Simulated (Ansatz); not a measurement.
This script makes an atomisation energy of C₂H₆AlF, SMILES FC[CH2][AlH2] with Ansatz's Python interface.

`tae_c2h6alf.py`
```python
# -*- coding: utf-8 -*-
"""Energy to split C2H6AlF into its atoms."""

from collections import Counter
import logging
import sys

import ansatz as az

logging.basicConfig(stream=sys.stdout, format="[%(levelname)s] %(message)s")
logger = logging.getLogger("ansatz_job")
logger.setLevel(logging.INFO)


def energy(molecule, charge=0, unpaired=0):
    calc = molecule.calculation().basis(gaussian="def2-TZVPP").functional("cam_b3lyp")
    if charge:
        calc = calc.charge(charge)
    if unpaired:
        calc = calc.spin("collinear", total=unpaired)
    report = calc.run().report
    if report["published_state_doubts"]:
        print("  doubts:", report["published_state_doubts"])
    return report["free_energy_ev"]


def main():
    geometry_ang = [
        ("F", (-1.4882, 1.2282, 0.1098)),
        ("C", (-0.346, 1.0028, 0.7426)),
        ("C", (0.0175, -0.4527, 0.535)),
        ("Al", (0.4984, -0.8724, -1.3761)),
        ("H", (0.4529, 1.6683, 0.3305)),
        ("H", (-0.4689, 1.227, 1.8259)),
        ("H", (0.9949, -0.6688, 1.1388)),
        ("H", (-0.7288, -1.096, 0.9035)),
        ("H", (0.2898, 0.2728, -2.441)),
        ("H", (0.8616, -2.3604, -1.7659)),
    ]
    c2h6alf = az.Crystal.molecule()
    for symbol, xyz in geometry_ang:
        c2h6alf = c2h6alf.atom(symbol, xyz)

    # Hund ground states
    unpaired = {"F": 1, "C": 2, "Al": 1, "H": 1}
    counts = Counter(site.symbol for site in c2h6alf.cartesian_sites)
    atom_energy = {s: energy(az.Crystal.molecule().atom(s, (0, 0, 0)), 0, unpaired[s]) for s in counts}
    whole = energy(c2h6alf, 0, 0)
    for s, e in atom_energy.items():
        logger.info(f"{s:2s} x{counts[s]}  {e:14.5f} eV")
    logger.info(f"C2H6AlF: {whole:.5f} eV")
    split = sum(counts[s] * e for s, e in atom_energy.items()) - whole
    logger.info(f"atomisation energy (no zero-point term): {23.060548 * split:.1f} kcal/mol, {split / sum(counts.values()):.3f} eV an atom")


if __name__ == "__main__":
    main()
```

What does it cost to take this molecule apart into atoms?

813.4 kcal/mol from the electronic energies, without the zero-point term.

The run itself:

```console
$ python tae_c2h6alf.py
[INFO] F  x1     -2714.25007 eV
[INFO] C  x2     -1029.59771 eV
[INFO] Al x1     -6595.16949 eV
[INFO] H  x6       -13.57334 eV
[INFO] C2H6AlF: -11485.32849 eV
[INFO] atomisation energy (no zero-point term): 813.4 kcal/mol, 3.527 eV an atom
```

Notes:
- Total energies depend on the basis set; only differences at equal settings carry meaning.
- The geometry is a force-field or estimated start, not a minimum of this method, and the basis set is short of its limit. All parts are taken at fixed geometry, without zero-point energy.
- Wall time of the script: 6.3 s on 1 thread of AMD EPYC 7R43 64-Core Processor (Zen 3), with other jobs on the host, peak memory 0.47 GiB.
